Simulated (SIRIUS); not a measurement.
# NiMoIrPdW (P3m1) in SIRIUS: a series of runs, part 4 of 4

SIRIUS 7.12.0.

**5. Equation of state, BPBE, collinear spin, zero start, 14.97 Å³/atom**

Contents of sirius.json:

```json
{
  "control": {
    "processing_unit": "cpu",
    "std_evp_solver_name": "lapack",
    "gen_evp_solver_name": "lapack",
    "verbosity": 2,
    "print_forces": false,
    "ortho_rf": true,
    "use_second_variation": true,
    "rmt_max": 3.0,
    "num_bands_to_print": 24,
    "save_wf": true
  },
  "parameters": {
    "electronic_structure_method": "full_potential_lapwlo",
    "xc_functionals": ["XC_GGA_X_B88", "XC_GGA_C_PBE"],
    "core_relativity": "dirac",
    "valence_relativity": "zora",
    "num_fv_states": 85,
    "smearing": "fermi_dirac",
    "smearing_width": 0.0018374661,
    "pw_cutoff": 20,
    "gk_cutoff": 3.93,
    "lmax_apw": 11,
    "lmax_rho": 8,
    "lmax_pot": 8,
    "num_mag_dims": 1,
    "auto_rmt": 0,
    "ngridk": [4, 4, 1],
    "shiftk": [0, 0, 0],
    "num_dft_iter": 80,
    "energy_tol": 1e-07,
    "density_tol": 1e-05,
    "use_symmetry": true
  },
  "settings": {"tol_ne": 1e-10},
  "iterative_solver": {"type": "exact"},
  "mixer": {"type": "anderson", "beta": 0.4, "max_history": 8},
  "unit_cell": {
    "lattice_vectors": [[5.2171180903, -0.0, -0.0], [-2.6085590452, 4.5181461914, 0.0], [-0.0, 0.0, 21.4304580136]],
    "atom_types": ["Ir", "Mo", "Ni", "Pd", "W"],
    "atom_files": {"Ir": "Ir.json", "Mo": "Mo.json", "Ni": "Ni.json", "Pd": "Pd.json", "W": "W.json"},
    "atoms": {
      "Ir": [[0.0, 0.0, 1.2025476804, 0.0, 0.0, 0.0]],
      "Mo": [[1.3804038039, 0.796958697, 3.3369450675, 0.0, 0.0, 0.0]],
      "Ni": [[0.0, 0.0, 8.0423494767, 0.0, 0.0, 0.0]],
      "Pd": [[1.3804038039, 0.796958697, 10.1952318951, 0.0, 0.0, 0.0]],
      "W": [[1.3804038039, 0.796958697, 6.0015112971, 0.0, 0.0, 0.0]]
    },
    "atom_coordinate_units": "A"
  }
}
```

Contents of Ir.json:

```json
{
  "name": "iridium",
  "symbol": "Ir",
  "number": 77,
  "mass": 192.217,
[... 35 lines left out ...]
    {"l": 2, "basis": [{"enu": 0.33, "dme": 1, "n": 0, "auto": 0}, {"enu": 0.33, "dme": 2, "n": 0, "auto": 0}]},
    {"l": 2, "basis": [{"enu": 0.33, "dme": 0, "n": 0, "auto": 0}, {"enu": 2.887, "dme": 0, "n": 0, "auto": 0}]},
    {"l": 3, "basis": [{"enu": 0.33, "dme": 0, "n": 0, "auto": 0}, {"enu": 0.33, "dme": 1, "n": 0, "auto": 0}]},
    {
      "l": 3,
      "basis": [{"enu": -1.7396, "dme": 0, "n": 4, "auto": 1}, {"enu": -1.7396, "dme": 1, "n": 4, "auto": 1}]
    },
    {
      "l": 3,
      "basis": [{"enu": -1.7396, "dme": 1, "n": 4, "auto": 1}, {"enu": 0.33, "dme": 0, "n": 0, "auto": 0}]
    },
    {"l": 3, "basis": [{"enu": 0.33, "dme": 0, "n": 0, "auto": 0}, {"enu": 4.1327, "dme": 0, "n": 0, "auto": 0}]},
    {"l": 4, "basis": [{"enu": 0.33, "dme": 0, "n": 0, "auto": 0}, {"enu": 0.33, "dme": 1, "n": 0, "auto": 0}]},
    {"l": 4, "basis": [{"enu": 0.33, "dme": 0, "n": 0, "auto": 0}, {"enu": 3.4771, "dme": 0, "n": 0, "auto": 0}]}
  ],
  "free_atom": [... radial grid and density of the free atom, the start of the SCF ...]
}
```

Contents of Mo.json:

```json
{
  "name": "molybdenum",
  "symbol": "Mo",
  "number": 42,
  "mass": 95.96,
  "rmin": 1e-06,
  "rmt": 2.38,
  "nrmt": 800,
  "rinf": 17.03,
  "core": "1s2s2p3s3p3d",
  "valence": [
[... 21 lines left out ...]
    },
    {
      "l": 1,
      "basis": [{"enu": -0.9413, "dme": 1, "n": 4, "auto": 1}, {"enu": 0.33, "dme": 0, "n": 0, "auto": 0}]
    },
    {"l": 1, "basis": [{"enu": 0.33, "dme": 0, "n": 0, "auto": 0}, {"enu": 3.5784, "dme": 0, "n": 0, "auto": 0}]},
    {"l": 2, "basis": [{"enu": 0.33, "dme": 0, "n": 0, "auto": 0}, {"enu": 0.33, "dme": 1, "n": 0, "auto": 0}]},
    {"l": 2, "basis": [{"enu": 0.33, "dme": 1, "n": 0, "auto": 0}, {"enu": 0.33, "dme": 2, "n": 0, "auto": 0}]},
    {"l": 2, "basis": [{"enu": 0.33, "dme": 0, "n": 0, "auto": 0}, {"enu": 3.084, "dme": 0, "n": 0, "auto": 0}]},
    {"l": 3, "basis": [{"enu": 0.33, "dme": 0, "n": 0, "auto": 0}, {"enu": 0.33, "dme": 1, "n": 0, "auto": 0}]},
    {"l": 3, "basis": [{"enu": 0.33, "dme": 0, "n": 0, "auto": 0}, {"enu": 3.4018, "dme": 0, "n": 0, "auto": 0}]}
  ],
  "free_atom": [... radial grid and density of the free atom, the start of the SCF ...]
}
```

Contents of Ni.json:

```json
{
  "name": "nickel",
  "symbol": "Ni",
  "number": 28,
  "mass": 58.6934,
  "rmin": 1e-06,
  "rmt": 2.24,
  "nrmt": 800,
  "rinf": 14.89,
  "core": "1s2s2p",
  "valence": [
[... 24 lines left out ...]
      "basis": [{"enu": -2.0709, "dme": 1, "n": 3, "auto": 1}, {"enu": 0.33, "dme": 0, "n": 0, "auto": 0}]
    },
    {"l": 1, "basis": [{"enu": 0.33, "dme": 0, "n": 0, "auto": 0}, {"enu": 3.9971, "dme": 0, "n": 0, "auto": 0}]},
    {
      "l": 2,
      "basis": [{"enu": 0.3191, "dme": 0, "n": 0, "auto": 0}, {"enu": 0.3191, "dme": 1, "n": 0, "auto": 0}]
    },
    {
      "l": 2,
      "basis": [{"enu": 0.3191, "dme": 1, "n": 0, "auto": 0}, {"enu": 0.3191, "dme": 2, "n": 0, "auto": 0}]
    },
    {
      "l": 2,
      "basis": [{"enu": 0.3191, "dme": 0, "n": 0, "auto": 0}, {"enu": 3.4281, "dme": 0, "n": 0, "auto": 0}]
    },
    {"l": 3, "basis": [{"enu": 0.33, "dme": 0, "n": 0, "auto": 0}, {"enu": 0.33, "dme": 1, "n": 0, "auto": 0}]},
    {"l": 3, "basis": [{"enu": 0.33, "dme": 0, "n": 0, "auto": 0}, {"enu": 3.7978, "dme": 0, "n": 0, "auto": 0}]}
  ],
  "free_atom": [... radial grid and density of the free atom, the start of the SCF ...]
}
```

Contents of Pd.json:

```json
{
  "name": "palladium",
  "symbol": "Pd",
  "number": 46,
  "mass": 106.42,
  "rmin": 1e-06,
  "rmt": 2.38,
  "nrmt": 800,
  "rinf": 14.72,
  "core": "1s2s2p3s3p3d",
  "valence": [
[... 15 lines left out ...]
    },
    {
      "l": 1,
      "basis": [{"enu": -1.3949, "dme": 1, "n": 4, "auto": 1}, {"enu": 0.33, "dme": 0, "n": 0, "auto": 0}]
    },
    {"l": 1, "basis": [{"enu": 0.33, "dme": 0, "n": 0, "auto": 0}, {"enu": 3.5784, "dme": 0, "n": 0, "auto": 0}]},
    {"l": 2, "basis": [{"enu": 0.33, "dme": 0, "n": 0, "auto": 0}, {"enu": 0.33, "dme": 1, "n": 0, "auto": 0}]},
    {"l": 2, "basis": [{"enu": 0.33, "dme": 1, "n": 0, "auto": 0}, {"enu": 0.33, "dme": 2, "n": 0, "auto": 0}]},
    {"l": 2, "basis": [{"enu": 0.33, "dme": 0, "n": 0, "auto": 0}, {"enu": 3.084, "dme": 0, "n": 0, "auto": 0}]},
    {"l": 3, "basis": [{"enu": 0.33, "dme": 0, "n": 0, "auto": 0}, {"enu": 0.33, "dme": 1, "n": 0, "auto": 0}]},
    {"l": 3, "basis": [{"enu": 0.33, "dme": 0, "n": 0, "auto": 0}, {"enu": 3.4018, "dme": 0, "n": 0, "auto": 0}]}
  ],
  "free_atom": [... radial grid and density of the free atom, the start of the SCF ...]
}
```

Contents of W.json:

```json
{
  "name": "tungsten",
  "symbol": "W",
  "number": 74,
  "mass": 183.84,
[... 35 lines left out ...]
    {"l": 2, "basis": [{"enu": 0.33, "dme": 1, "n": 0, "auto": 0}, {"enu": 0.33, "dme": 2, "n": 0, "auto": 0}]},
    {"l": 2, "basis": [{"enu": 0.33, "dme": 0, "n": 0, "auto": 0}, {"enu": 2.887, "dme": 0, "n": 0, "auto": 0}]},
    {"l": 3, "basis": [{"enu": 0.33, "dme": 0, "n": 0, "auto": 0}, {"enu": 0.33, "dme": 1, "n": 0, "auto": 0}]},
    {
      "l": 3,
      "basis": [{"enu": -0.7362, "dme": 0, "n": 4, "auto": 1}, {"enu": -0.7362, "dme": 1, "n": 4, "auto": 1}]
    },
    {
      "l": 3,
      "basis": [{"enu": -0.7362, "dme": 1, "n": 4, "auto": 1}, {"enu": 0.33, "dme": 0, "n": 0, "auto": 0}]
    },
    {"l": 3, "basis": [{"enu": 0.33, "dme": 0, "n": 0, "auto": 0}, {"enu": 4.1327, "dme": 0, "n": 0, "auto": 0}]},
    {"l": 4, "basis": [{"enu": 0.33, "dme": 0, "n": 0, "auto": 0}, {"enu": 0.33, "dme": 1, "n": 0, "auto": 0}]},
    {"l": 4, "basis": [{"enu": 0.33, "dme": 0, "n": 0, "auto": 0}, {"enu": 3.4771, "dme": 0, "n": 0, "auto": 0}]}
  ],
  "free_atom": [... radial grid and density of the free atom, the start of the SCF ...]
}
```

Contents of sirius_start.json:

```json
{
  "control": {
    "processing_unit": "cpu",
    "std_evp_solver_name": "lapack",
    "gen_evp_solver_name": "lapack",
    "verbosity": 1,
    "print_forces": false,
    "ortho_rf": true,
    "use_second_variation": true,
    "rmt_max": 3.0,
    "num_bands_to_print": 24,
    "save_wf": false
  },
  "parameters": {
    "electronic_structure_method": "full_potential_lapwlo",
    "xc_functionals": ["XC_LDA_X", "XC_LDA_C_PW"],
    "core_relativity": "dirac",
    "valence_relativity": "zora",
    "num_fv_states": 85,
    "smearing": "fermi_dirac",
    "smearing_width": 0.0055123983,
    "pw_cutoff": 20,
    "gk_cutoff": 3.14,
    "lmax_apw": 11,
    "lmax_rho": 8,
    "lmax_pot": 8,
    "num_mag_dims": 1,
    "auto_rmt": 0,
    "ngridk": [2, 2, 1],
    "shiftk": [0, 0, 0],
    "num_dft_iter": 30,
    "energy_tol": 0.01,
    "density_tol": 0.05,
    "use_symmetry": true
  },
  "settings": {"tol_ne": 1e-10},
  "iterative_solver": {"type": "exact"},
  "mixer": {"type": "anderson", "beta": 0.4, "max_history": 8},
  "unit_cell": {
    "lattice_vectors": [[5.2171180903, -0.0, -0.0], [-2.6085590452, 4.5181461914, 0.0], [-0.0, 0.0, 21.4304580136]],
    "atom_types": ["Ir", "Mo", "Ni", "Pd", "W"],
    "atom_files": {"Ir": "Ir.json", "Mo": "Mo.json", "Ni": "Ni.json", "Pd": "Pd.json", "W": "W.json"},
    "atoms": {
      "Ir": [[0.0, 0.0, 1.2025476804, 0.0, 0.0, 0.0]],
      "Mo": [[1.3804038039, 0.796958697, 3.3369450675, 0.0, 0.0, 0.0]],
      "Ni": [[0.0, 0.0, 8.0423494767, 0.0, 0.0, 0.0]],
      "Pd": [[1.3804038039, 0.796958697, 10.1952318951, 0.0, 0.0, 0.0]],
      "W": [[1.3804038039, 0.796958697, 6.0015112971, 0.0, 0.0, 0.0]]
    },
    "atom_coordinate_units": "A"
  }
}
```

On the command line:

```sh
OMP_NUM_THREADS=2 sirius.scf --input=sirius_start.json --output=start.json
OMP_NUM_THREADS=2 sirius.scf --input=sirius.json --output=output.json --task=1
```

It took 27 min on 2 threads of Intel Xeon Platinum 8488C (Sapphire Rapids), shared host; peak memory 1.2 GiB.

The run converged, but some of its settings lie outside the range that counts as converged, so its numbers aren't taken as properties of the crystal.

What came out:

```
Free energy                                       : -1214882.7729 eV
Band gap on the k mesh                            : none (metal or under the smearing width)
Net moment                                        : 0.00 μB per cell
All electrons inside the program's atomic spheres : Ni 26.90; Mo 39.97; Pd 44.54; Ir 75.40; W 71.95 (radii Ir 2.47, Mo 2.38, Ni 2.24, Pd 2.38, W 2.47 bohr)
```

Caveat: the k mesh is coarse (spacing up to 0.66 Å⁻¹), so the values aren't converged.
